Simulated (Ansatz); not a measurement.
**C2H7MgN: how energies converge with the basis set**

One table from this session's results is given with a row withheld; the runs are named, their logs left out.

The runs use Ansatz 0.2.0, Gaussian basis; one geometry, several basis sets.

The runs, in order: PBE0-D4/def2-SVP; ωB97M-V/def2-SVP; PBE0-D4/def2-QZVPP; ωB97M-V/def2-QZVPP; the functionals' def2-TZVPP values are taken from earlier runs.

## The geometry

An earlier PBE0-D4 in a triple-zeta def2 set relaxation fixed the geometry.

11 atoms, charge 0, spin multiplicity 1.

Atoms are counted from 1 here; the program's logs count them from 0.

Bond lengths: C1–C2 1.530 Å, C1–H5 1.094 Å, C1–H6 1.097 Å, C1–H7 1.094 Å, C2–Mg3 2.097 Å, C2–H8 1.098 Å, C2–H9 1.098 Å, Mg3–N4 1.893 Å, N4–H10 1.009 Å, N4–H11 1.009 Å. Angles: C2–C1–H5 112.1°, C2–C1–H6 112.6°, C2–C1–H7 112.1°, H5–C1–H6 106.6°, H5–C1–H7 106.5°, H6–C1–H7 106.6°, C1–C2–Mg3 116.8°, C1–C2–H8 109.6°, C1–C2–H9 109.6°, Mg3–C2–H8 107.8°, Mg3–C2–H9 107.8°, H8–C2–H9 104.7°, C2–Mg3–N4 179.8°, Mg3–N4–H10 126.6°, Mg3–N4–H11 126.6°, H10–N4–H11 106.8°.

Coordinates:

```csv
atom,x (Å),y (Å),z (Å)
C1,-1.32161,1.14793,0.78786
C2,-0.35616,-0.00288,1.07985
Mg3,0.80996,-0.68626,-0.52282
N4,1.86654,-1.30841,-1.96528
H5,-2.05149,0.88615,0.01550
H6,-1.89602,1.45067,1.67205
H7,-0.79987,2.04210,0.43285
H8,-0.91511,-0.85981,1.47747
H9,0.32474,0.28530,1.89113
H10,1.62502,-2.04154,-2.61588
H11,2.77951,-0.97025,-2.23215
```

Set-up of the first run:

in.yaml

```yaml
crystal:
  periodic: [false, false, false]
  atoms:
    - {symbol: C, position_ang: [-1.321611, 1.147925, 0.787864]}
    - {symbol: C, position_ang: [-0.356160, -0.002885, 1.079854]}
    - {symbol: Mg, position_ang: [0.809958, -0.686257, -0.522815]}
    - {symbol: N, position_ang: [1.866540, -1.308414, -1.965276]}
    - {symbol: H, position_ang: [-2.051493, 0.886154, 0.015500]}
    - {symbol: H, position_ang: [-1.896024, 1.450667, 1.672045]}
    - {symbol: H, position_ang: [-0.799866, 2.042099, 0.432849]}
    - {symbol: H, position_ang: [-0.915110, -0.859807, 1.477473]}
    - {symbol: H, position_ang: [0.324738, 0.285305, 1.891133]}
    - {symbol: H, position_ang: [1.625020, -2.041537, -2.615878]}
    - {symbol: H, position_ang: [2.779507, -0.970250, -2.232151]}
basis:
  gaussian: {orbitals: def2-SVP}
hamiltonian: {xc: pbe0, dispersion: d4}
output: {orbitals: {seedname: orbitals}}
```

Command:

```
> ansatz run in.yaml --threads 4 --pin off --events-out ev --progress --plain --max-ram 10444MiB
```

Among the steps run: PBE0-D4 in def2-SVP; ωB97M-V in def2-SVP; PBE0-D4 in def2-QZVPP; ωB97M-V in def2-QZVPP.

One table of the session follows, with a row left open; its other results are not shown here.

It belongs to the step «Density functionals: the series». 

| functional | basis | HOMO (eV) |
| --- | --- | --- |
| PBE0-D4 | def2-SVP | -5.98 |
| PBE0-D4 | def2-TZVPP | -6.13 |
| PBE0-D4 | def2-QZVPP | -6.18 |
| ωB97M-V | def2-SVP | ? |
| ωB97M-V | def2-TZVPP | -8.55 |
| ωB97M-V | def2-QZVPP | -8.59 |

Estimate the missing values for ωB97M-V, def2-SVP.

As computed: HOMO (eV): -8.40. In the column «HOMO (eV)» it lies between ωB97M-V, def2-TZVPP (-8.55) and PBE0-D4, def2-QZVPP (-6.18).
